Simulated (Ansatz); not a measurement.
# C₂H₅ClF₂Si: one species, many methods

An exercise on one series of results from a longer session: the logs are not shown, and one member is left open.

Program: Ansatz 0.2.0, Gaussian basis. Level of theory: functionals in def2-TZVPP, the program's frozen cores in correlated methods. These are calculated values, not measurements.

Levels to be run: PBE-D4, r2SCAN-D4, PBE0-D4, B3LYP-D4, ωB97X-V, ωB97M-V, B2PLYP; CCSD(T)/def2-TZVPP; MP2/def2-QZVPP; extrapolation to the limit.

### The geometry

The geometry comes from an earlier relaxation with PBE0-D4 in a triple-zeta def2 set; it is a stationary point, not always the lowest conformer.

SMILES `F[C@@H]([SiH3])[C@@H](F)Cl`, 11 atoms, charge 0, spin multiplicity 1.

Atoms are counted from 1 here; the program's logs count them from 0.

Bond lengths: F1–C2 1.383 Å, C2–Si3 1.915 Å, C2–C4 1.506 Å, C2–H7 1.097 Å, Si3–H8 1.483 Å, Si3–H9 1.480 Å, Si3–H10 1.486 Å, C4–F5 1.362 Å, C4–Cl6 1.774 Å, C4–H11 1.093 Å. Angles: F1–C2–Si3 108.3°, F1–C2–C4 110.8°, F1–C2–H7 108.0°, Si3–C2–C4 112.9°, Si3–C2–H7 109.6°, C4–C2–H7 107.2°, C2–Si3–H8 107.4°, C2–Si3–H9 110.0°, C2–Si3–H10 108.0°, H8–Si3–H9 110.8°, H8–Si3–H10 109.8°, H9–Si3–H10 110.8°, C2–C4–F5 111.0°, C2–C4–Cl6 112.0°, C2–C4–H11 109.9°, F5–C4–Cl6 108.6°, F5–C4–H11 108.4°, Cl6–C4–H11 106.7°.

Set-up of the first run:

File in.yaml:

```yaml
crystal:
  periodic: [false, false, false]
  atoms:
    - {symbol: F, position_ang: [-1.322371, 0.698085, 1.068012]}
    - {symbol: C, position_ang: [-0.150268, 0.096008, 0.646997]}
    - {symbol: Si, position_ang: [-0.601902, -1.320060, -0.561095]}
    - {symbol: C, position_ang: [0.782824, 1.110090, 0.039829]}
    - {symbol: F, position_ang: [0.290426, 1.582336, -1.138742]}
    - {symbol: Cl, position_ang: [1.069241, 2.484102, 1.124134]}
    - {symbol: H, position_ang: [0.352652, -0.319070, 1.528752]}
    - {symbol: H, position_ang: [-1.318310, -2.357227, 0.219612]}
    - {symbol: H, position_ang: [-1.455945, -0.801003, -1.652058]}
    - {symbol: H, position_ang: [0.662748, -1.882680, -1.103054]}
    - {symbol: H, position_ang: [1.756305, 0.652417, -0.151788]}
basis:
  gaussian: {orbitals: def2-TZVPP}
hamiltonian: {xc: pbe, dispersion: d4}
output: {forces: true, orbitals: {seedname: orbitals}}
```

Run with:

```bash
$ ansatz run in.yaml --threads 4 --pin off --events-out ev --progress --plain --max-ram 10444MiB
```

Steps of the session up to this table: PBE-D4 (GGA); r2SCAN-D4 (meta-GGA); PBE0-D4 (hybrid); B3LYP-D4 (hybrid); ωB97X-V (range-separated); ωB97M-V (range-separated); B2PLYP (double hybrid); CCSD(T) in def2-TZVPP; MP2 in def2-QZVPP.

One table of the session follows, with a row left open; its other results are not shown here.

```
            method  atomisation energy (eV)
            PBE-D4                   40.423
         r2SCAN-D4                   39.640
           PBE0-D4                   39.536
          B3LYP-D4                   39.297
           ωB97X-V                   39.713
           ωB97M-V                   39.638
            B2PLYP                   38.894
     HF/def2-TZVPP                   28.265
    MP2/def2-TZVPP                        ?
   CCSD/def2-TZVPP                   37.712
CCSD(T)/def2-TZVPP                   38.377
           MP2/CBS                   40.331
       CCSD(T)/CBS                   39.472
```

**Question.** Estimate the row for MP2/def2-TZVPP.

As computed: atomisation energy (eV): 39.235. In the column «atomisation energy (eV)» it lies between B2PLYP (38.894) and B3LYP-D4 (39.297).
